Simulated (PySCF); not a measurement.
# InCl (SMILES [Cl][In]): a chain of runs

We compute a series of 17 runs (PBE0-D4/def2-TZVP, CCSD(T)/def2-TZVPP, RI-MP2/def2-QZVPP, PBE-D4/def2-TZVPP, r2SCAN-D4/def2-TZVPP, B3LYP-D4/def2-TZVPP, PBE0-D4/def2-TZVPP, wB97M-V/def2-TZVPP, and more) of ClIn. The job is set up through a Python script.

The calculation is run with PySCF 2.14.0.

1 further run of the same task is left out (for a faulty analytic Hessian).

### 1 The structure to begin with

InCl: 2 atoms, total charge 0, spin state singlet. SMILES: `[Cl][In]`. All atoms were displaced at random from a relaxed shape. The run starts from this shape.

Bond lengths: Cl1–In2 2.331 Å.

### 2 A geometry optimisation at PBE0-D4/def2-TZVP (density fitting with def2-universal-jkfit, core potential) (run 1)

Contents of input.xyz:

```xyz
2
ClIn
Cl    -0.015020    -0.008620     0.008611
In    -0.053229     0.036401     2.339120
```

Contents of calc.py:

```python
from pyscf import gto, dft
from pyscf.geomopt.geometric_solver import kernel as optimise

mol = gto.M(
    atom='input.xyz',
    verbose=3,
    basis='def2-tzvp',
    ecp={'In': 'def2-svp'},
    spin=0,
    charge=0,
    max_memory=1860,
)

calc0 = dft.RKS(mol, xc='pbe0')
calc0 = calc0.density_fit(auxbasis='def2-universal-jkfit')
calc0.grids.level = 4
calc0.conv_tol = 1e-09
calc0.max_cycle = 100
calc0.disp = 'd4'
converged, mol_eq = optimise(calc0, maxsteps=100)
print('converged:', converged)
print(mol_eq.tostring())

calc0.reset(mol_eq)
mol = mol_eq
calc0.kernel()
energy = calc0.e_tot
print('E(%s) = %.9f' % ('PBE0', energy))
```

Launch:

```
$ OMP_NUM_THREADS=1 python calc.py
```

The log of the run:

```text
maxiter                   100
[... 16 lines left out ...]
> Convergence Criteria:
[... 14 lines left out ...]
WARN: Mole.unit (angstrom) is changed to Bohr
[... 8 lines left out ...]
Step    0 : Gradient = 1.838e-02/1.838e-02 (rms/max) Energy = -650.2795839666
[... 22 lines left out ...]
converged SCF energy = -650.28093491252
[... 23 lines left out ...]
Converged! =D
[... 1 line left out ...]
converged: True
Cl         -0.01453703       -0.00919903       -0.03247476
In         -0.05384307        0.03712950        2.38027911
converged SCF energy = -650.28093540586
E(PBE0) = -650.280935406
```

It took 44 s on 1 thread of Arm Neoverse V1, shared host; peak memory 0.78 GiB.

Step by step:

| step | energy from the first frame kept (eV) | largest force (eV/Å) |
| --- | --- | --- |
| 0 | 0.0000 | 0.9453 |
| 1 | -0.0362 | 0.1056 |
| 2 | -0.0368 | 0.0161 |
| 3 | -0.0368 | 0.0004 |

After the run. Bond lengths: Cl1–In2 2.414 Å.

### 3 A single-point energy at CCSD(T)/def2-TZVPP (core potential) (run 3)

Contents of job.py:

```python
# InCl
from pyscf import gto, cc

system = gto.M(
    atom='''
Cl      -0.014537      -0.009199      -0.032475
In      -0.053843       0.037129       2.380279
''',
    verbose=3,
    basis='def2-tzvpp',
    max_memory=1860,
    ecp={'In': 'def2-svp'},
)

mf = system.RHF()
mf.conv_tol = 1e-10
mf.kernel()
if not mf.converged:
    mf = mf.newton().run(mf.mo_coeff, mf.mo_occ)

mycc = cc.CCSD(mf, frozen=9)
mycc.kernel()
e_t = mycc.ccsd_t()
e_final = mycc.e_tot + e_t
print('Final energy', e_final)
```

Launch:

```
$ OMP_NUM_THREADS=1 python job.py
```

The log of the run:

```text
converged SCF energy = -648.811836013404
E(CCSD) = -649.2747435091981  E_corr = -0.4629074957935921
CCSD(T) correction = -0.016391567152955
Final energy -649.291135076351
```

Run time: 33 s. Hardware: 1 thread of Arm Neoverse V1, shared host; peak memory 0.47 GiB.

Runs 4 to 11 aren't shown in full; the table further down has their settings and results.

### 4 A single-point energy at M06-2X/def2-TZVPP (core potential) (run 12)

Contents of calc.py:

```python
from pyscf import gto, dft

mol = gto.M(
    atom='Cl -0.014537 -0.009199 -0.032475; In -0.053843 0.037129 2.380279',
    charge=0,
    basis='def2-tzvpp',
    spin=0,
    verbose=3,
    ecp={'In': 'def2-svp'},
    max_memory=1860,
)

myscf = dft.RKS(mol, xc='m06-2x')
myscf.grids.level = 5
myscf.conv_tol = 1e-10
myscf.kernel()
if not myscf.converged:
    myscf = myscf.newton().run(myscf.mo_coeff, myscf.mo_occ)

e_final = myscf.e_tot
print('E(%s) = %.9f' % ('M06-2X', e_final))
```

Launch:

```
$ OMP_NUM_THREADS=1 python calc.py
```

The log of the run:

```text
converged SCF energy = -650.346324101207
E(M06-2X) = -650.346324101
```

Run time: 30 s. Hardware: 1 thread of Arm Neoverse V1, shared host; peak memory 0.47 GiB.

Runs 13 to 17 aren't shown in full; the table further down has their settings and results.

### 5 The doublet cation: a single-point energy at U-wB97M-V/def2-TZVPP (core potential) (run 18)

Contents of job.py:

```python
from pyscf import gto, dft

mol = gto.M(
    atom='''
Cl      -0.014537      -0.009199      -0.032475
In      -0.053843       0.037129       2.380279
''',
    spin=1,
    charge=1,
    max_memory=1860,
    ecp={'In': 'def2-svp'},
    basis='def2-tzvpp',
    verbose=3,
)

mf = dft.UKS(mol)
mf.xc = 'wb97m-v'
mf.conv_tol = 1e-10
mf.grids.level = 5
mf.nlcgrids.level = 1
mf.kernel()
if not mf.converged:
    mf = mf.newton().run(mf.mo_coeff, mf.mo_occ)

etot = mf.e_tot
print('E(%s) = %.9f' % ('WB97M-V', etot))
```

Launch:

```
$ OMP_NUM_THREADS=1 python job.py
```

The log of the run:

```text
WARN: HOMO -0.667544796002765 >= LUMO -0.667544796002772

converged SCF energy = -650.005125327119  <S^2> = 0.7617222  2S+1 = 2.011688
E(WB97M-V) = -650.005125327
```

Wall time 69 s (1 thread of Arm Neoverse V1, shared host); peak memory 0.49 GiB.

### 6 Overview of the runs

| run | level | task | integral approximation | partner | energy (Eh) | dipole moment (D) of the reference | HOMO energy (eV) | LUMO energy (eV) | wall time |
| --- | --- | --- | --- | --- | --- | --- | --- | --- | --- |
| 1 | PBE0-D4/def2-TZVP (density fitting with def2-universal-jkfit, core potential) | optimise | def2-universal-jkfit | base | -650.280935 | 3.47 | -7.27 | -1.79 | 44 s |
| 3 | CCSD(T)/def2-TZVPP (core potential) | energy | none | base | -649.291135 | 3.51 | -9.21 | 0.43 | 33 s |
| 4 | RI-MP2/def2-QZVPP (density fitting with def2-universal-jkfit, core potential) | energy | def2-universal-jkfit | base | -649.489437 | 3.51 | -9.22 | 0.35 | 3.3 s |
| 5 | PBE-D4/def2-TZVPP (core potential) | energy | none | base | -650.249814 | 3.30 | -6.30 | -2.43 | 9.3 s |
| 6 | r2SCAN-D4/def2-TZVPP (core potential) | energy | none | base | -650.470349 | 3.34 | -6.58 | -2.26 | 18 s |
| 7 | B3LYP-D4/def2-TZVPP (core potential) | energy | none | base | -650.521292 | 3.48 | -7.13 | -2.04 | 8.7 s |
| 8 | PBE0-D4/def2-TZVPP (core potential) | energy | none | base | -650.280938 | 3.47 | -7.26 | -1.79 | 9.6 s |
| 9 | wB97M-V/def2-TZVPP (core potential) | energy | none | base | -650.356364 | 3.48 | -9.28 | -0.29 | 47 s |
| 10 | B2PLYP/def2-TZVPP (core potential) | energy | none | base | -650.091694 | 3.58 | -8.03 | -0.96 | 17 s |
| 11 | SVWN5/def2-TZVPP (core potential) | energy | none | base | -648.639833 | 3.30 | -6.53 | -2.66 | 9.9 s |
| 12 | M06-2X/def2-TZVPP (core potential) | energy | none | base | -650.346324 | 3.68 | -8.00 | -1.14 | 30 s |
| 13 | HF/STO-3G | energy | none | base | -6137.518984 | 3.76 | -5.43 | 5.37 | 0.83 s |
| 14 | UCCSD(T)/def2-TZVPP (core potential) | energy | none | cation | -648.942676 | – | -17.11 | -7.83 | 2.9 min |
| 15 | UPBE-D4/def2-TZVPP (core potential) | energy | none | cation | -649.902154 | – | -13.44 | -12.66 | 17 s |
| 16 | UB3LYP-D4/def2-TZVPP (core potential) | energy | none | cation | -650.168702 | – | -14.51 | -12.08 | 16 s |
| 17 | UPBE0-D4/def2-TZVPP (core potential) | energy | none | cation | -649.932824 | – | -14.68 | -11.69 | 21 s |
| 18 | U-wB97M-V/def2-TZVPP (core potential) | energy | none | cation | -650.005125 | – | -16.65 | -9.96 | 69 s |

### 7 Outcome

| quantity | value |
| --- | --- |
| doublet cation, run 18: total energy | -650.00513 Eh |
| doublet cation, run 18: HOMO energy (highest over α and β) | -16.65 eV |
| doublet cation, run 18: LUMO energy (lowest over α and β) | -9.96 eV |
| doublet cation, run 18: ⟨S²⟩ | 0.762 |
| vertical ionisation energy (to the doublet cation), CCSD(T)/def2-TZVPP | 9.482 eV |
| vertical ionisation energy (to the doublet cation), PBE-D4/def2-TZVPP | 9.460 eV |
| vertical ionisation energy (to the doublet cation), B3LYP-D4/def2-TZVPP | 9.594 eV |
| vertical ionisation energy (to the doublet cation), PBE0-D4/def2-TZVPP | 9.473 eV |
| vertical ionisation energy (to the doublet cation), wB97M-V/def2-TZVPP | 9.558 eV |

**Reading.** At CCSD(T)/def2-TZVPP: removing an electron at fixed nuclei costs 9.48 eV (915 kJ/mol). At PBE-D4/def2-TZVPP: the vertical ionisation energy comes to 9.46 eV (218 kcal/mol). −ε(HOMO) before ionisation, 6.30 eV, is 3.16 eV below this ionisation energy. At B3LYP-D4/def2-TZVPP: removing an electron at fixed nuclei costs 9.59 eV (926 kJ/mol). −ε(HOMO) before ionisation, 7.13 eV, is 2.47 eV below this ionisation energy. At PBE0-D4/def2-TZVPP: removing an electron at fixed nuclei costs 9.47 eV (218 kcal/mol). Totals of different functionals can't be ranked against each other. Some runs of one species differ in core potentials or relativity; totals across that change don't compare. In run 13 the basis is minimal, so the values are rough. In run 13 relativity is left out where basis or elements ask for it. All runs together took 8.8 min, the longest 2.9 min.
